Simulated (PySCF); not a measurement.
# The bond of BPb, level by level

The task here is to estimate one member of a computed series from the others.

Program: PySCF 2.14.0. Level of theory: B cc-pVTZ, Pb cc-pVTZ-PP with ECP60, scalar-relativistic core potentials. These are calculated values, not measurements.

Set-up of the first run:

Settings of the job:

```json
{"atoms": "B, Pb", "charge": "0", "basis": "B cc-pVTZ, Pb cc-pVTZ-PP with ECP60", "Hamiltonian": "scalar-relativistic core potentials", "basis functions": "69", "electrons treated": "27", "masses in u": "11.0093, 207.9766", "levels": "PBE0, PBE, r²SCAN, MN15, r²SCANh, BLYP, LC-ωPBE, HF, MP2, SCS-MP2, CCSD, CCSD(T)", "grid": "80 radial by 434 angular points", "occupations": "held fixed by the projection of orbital angular momentum", "dissociation limit": "B + Pb, each in its ground configuration", "starting distance in angstrom": "2.210", "values of 2S to try": "1, 3"}
```

Among the steps run: Set-up; PBE0 along the bond; Excited determinants; PBE (GGA); r²SCAN; MN15; r²SCANh (hybrid meta-GGA); BLYP (GGA); LC-ωPBE; UHF (mean field); MP2 and coupled cluster.

One of the session's tables, all rows but one given; the rest of the session is left out.

It belongs to the step «The curves together». Energy (eV) from each level's lowest point:

```
R (Å)    UHF  UHF-MP2  UHF-SCS-MP2  UHF-CCSD  UHF-CCSD(T)
1.940  0.755    0.768        0.796       n/a          n/a
2.030  0.324    0.327        0.350     0.358        0.376
2.121  0.097    0.086        0.102     0.115        0.124
2.188  0.021    0.007        0.016     0.027        0.031
2.256  0.000    0.000        0.000     0.000        0.000
2.324  0.018    0.050        0.039     0.019        0.016
2.414  0.080    0.184        0.152     0.097        0.092
2.527      ?        ?            ?         ?            ?
2.662  0.345    0.744        0.624     0.478        0.476
2.843  0.535    1.169        0.969       n/a          n/a
```

Q: Estimate the row for R (Å) = 2.527 from the others.

Worked estimate for «UHF». A straight line through the neighbours (2.414, 0.080) and (2.662, 0.345) gives 0.080 + (0.345 − 0.080) × (2.527 − 2.414) / (2.662 − 2.414) = 0.201; a parabola fitted to 4 rows on both sides gives 0.200.

As computed: UHF: 0.192; UHF-MP2: 0.417; UHF-SCS-MP2: 0.351; UHF-CCSD: 0.250; UHF-CCSD(T): 0.245. In «UHF» the line misses by +0.009 and the parabola by +0.008.

State 4 has its PBE0 minimum 0.93 eV higher. The other levels ran on the lowest alone.
